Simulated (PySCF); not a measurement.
# C3H6ClFSi: the cost of one run

The runs use PySCF 2.14.0, with density-fitted response routines of our own; the level of theory stands in each step. All values are computed, except where a source is named. Atoms count from 0, in the outputs and in this text.

### 1 The molecule as given

12 atoms, charge 0, multiplicity 1; geometry from: GFN2-xTB. The atoms were then displaced at random by about 0.01 Å, so the start is not that level's minimum.

Bonds of the start (Å): F0–Si1 1.63, Si1–C2 1.89, C2–C3 1.53, C3–C4 1.30, C4–Cl5 1.73, Si1–H6 1.45, Si1–H7 1.44, C2–H8 1.10, C2–H9 1.10, C3–H10 1.09, C4–H11 1.08.

### 2 Relaxing the molecule at PBE0-D3(BJ)/def2-SVP

What the job is given:

```
{"job": {"xc": "PBE0", "basis": "def2-SVP", "d3": "d3bj", "grid": 1, "shake": 0.01, "kind": "geom"}, "charge": 0, "multiplicity": 1}
F     -1.888080    -1.748800    -0.232660
Si    -1.689980    -0.137350    -0.381080
C     -0.265800     0.312880     0.784240
C      1.033120    -0.384250     0.384740
C      1.927560     0.096440    -0.426170
Cl     1.830270     1.690110    -1.104610
H     -1.339320     0.071830    -1.776210
H     -2.919070     0.469430     0.061230
H     -0.088680     1.397920     0.790690
H     -0.510670     0.031540     1.823290
H      1.124360    -1.397060     0.764290
H      2.825970    -0.430960    -0.696790
```

Started as:

```bash
> OMP_NUM_THREADS=1 python probes_run.py task.json out
```

This one command runs all jobs of the session in turn.

**Question.** How long does this first job take on 1 thread of Arm Neoverse N1, shared host, and how much memory does it need?

About 76 s, with a peak of 0.51 GiB.
